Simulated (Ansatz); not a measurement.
# C₂H₄GaNS: up Jacob's ladder to CCSD(T)

One table from this session's results is given with a row withheld; the runs are named, their logs left out.

Program: Ansatz 0.2.0, Gaussian basis. Level of theory: functionals in def2-TZVPP, the program's frozen cores in correlated methods. These are calculated values, not measurements.

Levels to be run: LDA (SPW92), PBE-D4, revPBE-D4, BLYP-D4, r2SCAN-D4, B97M-V, PBE0-D4, B3LYP-D4, r2SCANh-D4, r2SCAN0-D4, HSE06-D4, BHLYP-D4, CAM-B3LYP-D4, LC-ωPBE, ωB97X-V, ωB97M-V, B2PLYP, PBE-QIDH; CCSD(T)/def2-SVP; CCSD(T)/def2-TZVPP; MP2/def2-QZVPP; extrapolation to the limit; RPA on PBE.

## The geometry

An earlier PBE0-D4 in a triple-zeta def2 set relaxation fixed the geometry.

9 atoms, charge 0, spin multiplicity 1.

Atoms are counted from 1 here; the program's logs count them from 0.

Bond lengths: S1–Ga2 2.317 Å, S1–H6 1.345 Å, C3–C4 1.454 Å, C3–N5 1.531 Å, C3–H7 1.086 Å, C3–H8 1.087 Å, C4–N5 1.241 Å, C4–H9 1.083 Å. Angles: Ga2–S1–H6 91.9°, C4–C3–N5 49.1°, C4–C3–H7 121.1°, C4–C3–H8 121.0°, N5–C3–H7 115.7°, N5–C3–H8 115.6°, H7–C3–H8 115.9°, C3–C4–N5 68.7°, C3–C4–H9 150.8°, N5–C4–H9 140.5°, C3–N5–C4 62.2°.

The first run:

in.yaml reads:

```yaml
crystal:
  periodic: [false, false, false]
  atoms:
    - {symbol: S, position_ang: [-0.162262, 2.379214, -0.401090]}
    - {symbol: Ga, position_ang: [1.362004, 0.950019, -1.401638]}
    - {symbol: C, position_ang: [0.269723, -1.407821, 0.232144]}
    - {symbol: C, position_ang: [-0.865952, -0.658126, 0.743319]}
    - {symbol: N, position_ang: [-0.845584, -1.812589, 1.199066]}
    - {symbol: H, position_ang: [0.290161, 3.428557, -1.109922]}
    - {symbol: H, position_ang: [0.237130, -1.876551, -0.747467]}
    - {symbol: H, position_ang: [1.257009, -1.298747, 0.673690]}
    - {symbol: H, position_ang: [-1.453728, 0.249742, 0.794697]}
basis:
  gaussian: {orbitals: def2-TZVPP}
hamiltonian: {xc: lda}
output: {orbitals: {seedname: orbitals}}
```

Among the steps run: LDA; PBE-D4 (GGA); revPBE-D4 (GGA); BLYP-D4 (GGA); r2SCAN-D4 (meta-GGA); B97M-V (meta-GGA); PBE0-D4 (hybrid); B3LYP-D4 (hybrid); r2SCANh-D4 (hybrid); r2SCAN0-D4 (hybrid); HSE06-D4 (hybrid); BHLYP-D4 (hybrid); CAM-B3LYP-D4 (range-separated); LC-ωPBE (range-separated); ωB97X-V (range-separated); ωB97M-V (range-separated); B2PLYP (double hybrid); PBE-QIDH (double hybrid).

One table of the session follows, with a row left open; its other results are not shown here.

It belongs to the step «Orbital energies across the functionals». 

```
  functional  HOMO (eV)  LUMO (eV)  gap (eV)
 LDA (SPW92)      -5.87      -2.56      3.31
      PBE-D4      -5.68      -2.28      3.40
   revPBE-D4      -5.61      -2.17      3.44
     BLYP-D4      -5.54      -2.17      3.37
   r2SCAN-D4      -5.93      -2.15      3.79
      B97M-V      -5.81      -2.14      3.67
     PBE0-D4      -6.64      -1.56      5.08
    B3LYP-D4      -6.48      -1.76      4.72
  r2SCANh-D4          ?          ?         ?
  r2SCAN0-D4      -6.81      -1.50      5.31
    HSE06-D4      -6.25      -1.92      4.32
    BHLYP-D4      -7.48      -0.82      6.66
CAM-B3LYP-D4      -7.86      -0.64      7.21
     LC-ωPBE      -9.06       0.37      9.44
     ωB97X-V      -8.75       0.29      9.04
     ωB97M-V      -8.65       0.16      8.81
```

**Question.** Estimate the row for r2SCANh-D4.

Worked estimate for «HOMO (eV)». Against the share of exact exchange, r2SCAN-D4 (0, -5.93), r2SCAN0-D4 (0.25, -6.81) give a slope of -3.52 per unit share; at 0.1 the line stands at -6.28.

As computed: HOMO (eV): -6.28; LUMO (eV): -1.88; gap (eV): 4.40. In «HOMO (eV)» the line misses by 0.00.
